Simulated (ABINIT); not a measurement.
Crystal: TiTeSe.

```xyz
3
Lattice="3.6851 0.0000 0.0000 -1.8426 3.1914 0.0000 0.0000 0.0000 6.6348" Properties=species:S:1:pos:R:3 pbc="T T T"
Te    1.8426    1.0638    1.6698
Se    0.0000    2.1276    5.1062
Ti    0.0000    0.0000    6.4935
```

The cell comes from a database or a generator and needn't be the stable form of this composition.

* Program: ABINIT 10.8.3 (patched build)
* Task: relaxation of cell and atoms
* Functional: PBE
* Dispersion: D3
* Potentials or basis: JTH PAW PBE v2.0
* Cutoff: 408 eV
* k mesh: 8 × 8 × 4
* Occupations: fermi-dirac, width 0.05 eV
* Spin: no spin polarisation

At the start: pressure -0.5 GPa; volume 26.01 Å³/atom.

Task: Where does the relaxation end?

Result: Over 13 steps the energy falls by 7.6 meV/atom and the volume is 24.47 Å³/atom (-5.9 %); space group P3m1 (No. 156, to 0.05 Å).

Step by step:
```csv
step,energy change (eV),largest force (eV/Å),pressure (GPa),volume (Å³)
1,0.0000,0.2478,-0.46,78.03
2,-0.0018,0.2120,-0.51,77.95
3,-0.0112,0.1600,-0.80,76.97
4,-0.0129,0.1654,-0.76,76.58
5,-0.0166,0.0930,-0.40,75.38
6,-0.0175,0.0169,-0.15,74.95
7,-0.0179,0.0364,0.00,74.85
8,-0.0182,0.0651,0.07,74.81
9,-0.0190,0.1072,0.19,74.66
10,-0.0202,0.1346,0.32,74.32
11,-0.0216,0.1135,0.36,73.82
12,-0.0224,0.0607,0.25,73.49
13,-0.0227,0.0327,0.11,73.40
```

Final structure:
```xyz
3
Lattice="3.6357 0.0000 0.0000 -1.8178 3.1486 0.0000 0.0000 0.0000 6.4120" Properties=species:S:1:pos:R:3 pbc="T T T"
Te    1.8178    1.0495    1.7050
Se    0.0000    2.0990    4.8479
Ti    0.0000    0.0000    6.2711
```

Caveat: the log and the count of SCF iterations are those of the last ABINIT call alone.
